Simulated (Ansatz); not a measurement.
# C2H6O2Si2: a ladder of functionals and wavefunction methods

One table from this session's results is given with a row withheld; the runs are named, their logs left out.

Program: Ansatz 0.2.0, Gaussian basis. Level of theory: functionals in def2-TZVPP, the program's frozen cores in correlated methods. These are calculated values, not measurements.

Levels to be run: LDA (SPW92), PBE-D4, revPBE-D4, BLYP-D4, r2SCAN-D4, B97M-V, PBE0-D4, B3LYP-D4, r2SCANh-D4, r2SCAN0-D4, HSE06-D4, BHLYP-D4, CAM-B3LYP-D4, LC-ωPBE, ωB97X-V, ωB97M-V, B2PLYP, PBE-QIDH; CCSD(T)/def2-SVP; CCSD(T)/def2-TZVPP; MP2/def2-QZVPP; extrapolation to the limit; RPA on PBE.

**The geometry**

An earlier PBE0-D4 in a triple-zeta def2 set relaxation fixed the geometry.

SMILES `O[SiH](O)C#C[SiH3]`, 12 atoms, charge 0, spin multiplicity 1.

Atoms are counted from 1 here; the program's logs count them from 0.

Bond lengths: O1–Si2 1.635 Å, O1–H7 0.958 Å, Si2–O3 1.634 Å, Si2–C4 1.835 Å, Si2–H8 1.469 Å, O3–H9 0.958 Å, C4–C5 1.215 Å, C5–Si6 1.826 Å, Si6–H10 1.483 Å, Si6–H11 1.483 Å, Si6–H12 1.483 Å. Angles: Si2–O1–H7 118.3°, O1–Si2–O3 114.5°, O1–Si2–C4 108.0°, O1–Si2–H8 106.9°, O3–Si2–C4 108.6°, O3–Si2–H8 106.1°, C4–Si2–H8 112.8°, Si2–O3–H9 118.6°, Si2–C4–C5 179.0°, C4–C5–Si6 179.4°, C5–Si6–H10 109.0°, C5–Si6–H11 109.1°, C5–Si6–H12 109.2°, H10–Si6–H11 109.9°, H10–Si6–H12 109.7°, H11–Si6–H12 109.9°.

The first run:

The input, in.yaml:

```yaml
crystal:
  periodic: [false, false, false]
  atoms:
    - {symbol: O, position_ang: [0.490365, -2.217234, 1.831842]}
    - {symbol: Si, position_ang: [-0.795445, -1.363189, 1.293428]}
    - {symbol: O, position_ang: [-1.545208, -0.472731, 2.439864]}
    - {symbol: C, position_ang: [-0.212937, -0.237518, -0.032929]}
    - {symbol: C, position_ang: [0.187004, 0.516459, -0.897836]}
    - {symbol: Si, position_ang: [0.774716, 1.643233, -2.209716]}
    - {symbol: H, position_ang: [1.354525, -1.805257, 1.800267]}
    - {symbol: H, position_ang: [-1.788052, -2.337203, 0.818608]}
    - {symbol: H, position_ang: [-1.183103, 0.385635, 2.662991]}
    - {symbol: H, position_ang: [0.971090, 2.995969, -1.633480]}
    - {symbol: H, position_ang: [-0.237332, 1.698920, -3.291739]}
    - {symbol: H, position_ang: [2.061278, 1.137717, -2.747202]}
basis:
  gaussian: {orbitals: def2-TZVPP}
hamiltonian: {xc: lda}
output: {orbitals: {seedname: orbitals}}
```

Run with:

```
ansatz run in.yaml --threads 2 --pin off --events-out ev --progress --plain --max-ram 22528MiB --backend cuda --devices 0, --max-vram 18GiB
```

Among the steps run: LDA; PBE-D4 (GGA); revPBE-D4 (GGA); BLYP-D4 (GGA); r2SCAN-D4 (meta-GGA); B97M-V (meta-GGA); B3LYP-D4 (hybrid); r2SCANh-D4 (hybrid); r2SCAN0-D4 (hybrid); HSE06-D4 (hybrid); BHLYP-D4 (hybrid); CAM-B3LYP-D4 (range-separated); LC-ωPBE (range-separated); ωB97X-V (range-separated); ωB97M-V (range-separated); B2PLYP (double hybrid); PBE-QIDH (double hybrid).

One of the session's tables, all rows but one given; the rest of the session is left out.

It belongs to the step «Orbital energies across the functionals». 

```
  functional  HOMO (eV)  gap (eV)
 LDA (SPW92)      -7.25      5.21
      PBE-D4      -7.08      5.27
   revPBE-D4          ?         ?
     BLYP-D4      -6.92      5.27
   r2SCAN-D4      -7.36      5.73
      B97M-V      -7.41      5.73
     PBE0-D4      -8.35      7.41
    B3LYP-D4      -8.10      6.98
  r2SCANh-D4      -7.84      6.52
  r2SCAN0-D4      -8.54      7.70
    HSE06-D4      -7.95      6.63
    BHLYP-D4      -9.43      9.50
CAM-B3LYP-D4      -9.69      9.86
     LC-ωPBE     -11.12     12.39
     ωB97X-V     -10.71     11.90
     ωB97M-V     -10.58     11.61
```

Estimate the missing values for revPBE-D4.

The run gave: HOMO (eV): -7.01; gap (eV): 5.29. In the column «HOMO (eV)» it lies between PBE-D4 (-7.08) and BLYP-D4 (-6.92).
